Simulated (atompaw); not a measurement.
# Iodine: generating and testing a PAW (atompaw) potential

Aim: build the potential from the settings below, then test how well it stands in for the atom: scattering, ghost states and the plane-wave cutoff that it needs.

Method: atompaw 4.2.0.5, PBE, scalar-relativistic.

**1. Settings**

Typed settings, in words:

```json
{"element": "iodine (I, Z = 53)", "type": "PAW", "frozen core": "[Kr] 4d10", "valence charge": "7", "reference configuration": "5s2 5p5", "partial waves": "5s (bound): rc 1.60 bohr; 5s channel at 0.9 Ry: rc 2.00 bohr; 5p (bound): rc 2.00 bohr; 5p channel at 1.85 Ry: rc 2.00 bohr; 5d channel at -0.15 Ry: rc 2.00 bohr; 5d channel at 0.7 Ry: rc 2.00 bohr", "local potential": "vpsmatchnc scheme with l = 3 at 0.5 Ry, radius 1.45 bohr", "core correction": "smooth core density matched at 1.15 bohr", "augmentation charge": "besselshape compensation charge, radius 1.50 bohr; PAW radius 2.00 bohr; waves and projectors: custom rrkj gramschmidtortho"}
```

The outer shells as boxes (Hund's rule for the drawing; the calculation is spin-unpolarised):

```
[Kr] core
4d [↑↓][↑↓][↑↓][↑↓][↑↓]
5s [↑↓]
5p [↑↓][↑↓][↑ ]
```

**2. The generation run**

Input file I.input:

```
I 53
GGA-PBE scalarrelativistic loggrid 1500 logderivrange -3 5 201
5 5 4 0 0 0
5 1 5
0 0 0
c
c
c
c
v
c
c
c
v
c
c
2
2.00 1.50 1.45 1.15
y
0.9
n
y
1.85
n
y
-0.15
y
0.7
n
custom rrkj gramschmidtortho besselshape
3 0.5 vpsmatchnc
1.60
2.00
2.00
2.00
2.00
2.00
PWSCFOUT
UPFDX 0.0125d0 UPFXMIN -7.d0 UPFZMESH 53.d0
END
```

The run is started by

```console
$ atompaw < I.input > I.log
```

**Question.** What will these runs give? Wanted: cutoffs for 10 and 1 mRy, occupied levels; bound ghosts; largest phase difference near zero energy, channels read; lowest eigenvalue of the overlap; share of valence orbitals outside the PAW sphere; UPF file.

**Answer**, as computed:

| quantity | value |
| --- | --- |
| cutoffs for 10 and 1 mRy, occupied levels | 18 Ry and 35 Ry |
| bound ghosts | p at -733.09 eV, s at -136.50 eV, s at -58.43 eV, d at -52.51 eV |
| largest phase difference near zero energy, channels read | 0.000 rad |
| lowest eigenvalue of the overlap (Bessel basis) | 0.014 (s) |
| share of valence orbitals outside the PAW sphere | 5s 43 %, 5p 66 % |
| UPF file | written |

What this shows: A bound ghost (p, s, d) makes it unfit for use: electrons can fall into a state that the atom doesn't have. Close by lies the frozen 4d level (-50.3 eV). By its cutoff, 18 Ry for the looser tolerance, it is soft on the atom at that tolerance. The slowest occupied level is 5s: taken alone it needs 25 Ry to come within 1 mRy, against 8 Ry for 5p. Near zero energy the phases of the channels with partial waves agree within 0.001 rad. All of this concerns the isolated atom, not yet a solid.
